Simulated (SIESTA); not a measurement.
The system is MgTiNbO4.

```
CELL_PARAMETERS angstrom
-1.90150 2.12251 4.98306
1.90150 -2.12251 4.98306
1.90150 2.12251 -4.98306
ATOMIC_POSITIONS crystal
Nb 0.02624 0.02624 0.00000
Ti 0.71324 0.21324 0.50000
Mg 0.31383 0.81383 0.50000
O 0.77887 0.77887 0.00000
O 0.95744 0.45744 0.50000
O 0.24422 0.24422 0.00000
O 0.51377 0.01376 0.50000
```

The cell comes from a database or a generator and needn't be the stable form of this composition.

Base run:

- Program: SIESTA 5.4.2
- Functional: PBEsol
- Potentials or basis: PseudoDojo 0.4 standard (PBEsol files)
- Basis: DZP (energy shift 0.003 Ry; two zetas on semicore shells)
- Grid cutoff: 800 Ry
- Energy shift: 0.003 Ry
- k mesh: 9 × 9 × 9
- Occupations: fermi-dirac, width 0.05 eV
- Spin: no spin polarisation

Its results: band gap on the k mesh none (metal or under the smearing width); pressure -4.1 GPa; largest force 0.271 eV/Å.

Q: The run is repeated on the same cell with these changes: functional from PBEsol to PBE; potentials or basis from PseudoDojo 0.4 standard (PBEsol files) to PseudoDojo 0.4 standard (PBE files). What comes out?

A: Band gap on the k mesh none (metal or under the smearing width); pressure 1.9 GPa; largest force 0.260 eV/Å.

Caveats: the basis of atomic orbitals isn't converged, which shifts pressures, moduli and gaps; an odd number of electrons without spin polarisation forces a metal; a magnetic or distorted state may lie lower; semilocal functionals often make such compounds metallic where correlation or magnetic order opens a gap, which also shifts bond lengths.
